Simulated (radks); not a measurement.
**Te⁺ in [Kr] 4d10 5s2 5p3: an all-electron calculation**

Aim: the levels, the sizes of the orbitals and the parts of the energy of the tellurium ion Te+.

The numbers are computed with radks (a radial shooting solver on a logarithmic mesh, Libxc functionals) version 1 (scalar-relativistic Kohn-Sham, PBE, spin-polarised, spherical densities, finite nucleus; open shells are filled with parallel spins first), except any that are marked as measured or tabulated.

### Step 1. The atom as given

| Quantity | Value |
| --- | --- |
| element | tellurium (Z = 52) |
| charge | +1 |
| electrons | 51 |
| configuration | [Kr] 4d10 5s2 5p3 |
| nuclear rms radius | 4.7423 fm |

The outer shells:

Te⁺
```
[Kr] core
4d [↑↓][↑↓][↑↓][↑↓][↑↓]
5s [↑↓]
5p [↑ ][↑ ][↑ ]
```

### Step 2. The run

Input:

```text
Z 52
configuration [Kr] 4d10 5s2 5p3
relativity scalar-relativistic
functional pbe,pbe
spin polarised
nucleus finite rms 4.7423 fm
c 137.035999084
```

Q: Predict the outcome of this run.

As calculated:

| quantity | value |
| --- | --- |
| total energy | -6793.97850 hartree |
| exchange-correlation share of it | 2.58 % |
| −T/E | 1.0477 |
| highest occupied level | 5p up, -14.531 eV |
| most extended occupied level | 5p up, <r> = 2.46 bohr |
| radius at density 0.001 e/bohr³ | 4.22 bohr |
| maxima of the radial density | 4 |
| ionisation energy, NIST | 18.6 (exp.) eV |

**Reading.** The radial density shows 4 maxima for 5 occupied principal shells; where shells overlap, one shows as a shoulder or not at all. −T/E is 1.048: with relativity the kinetic term as defined here no longer equals −E. Minus the highest eigenvalue, 14.531 eV, is 78 % of the tabulated ionisation energy (18.6 eV); the potential of a semilocal functional falls off too fast, so its top eigenvalue is too shallow. Open shells are spherical and high-spin; term and fine-structure splittings are not resolved. Spin-orbit splitting is averaged out at the scalar-relativistic level.
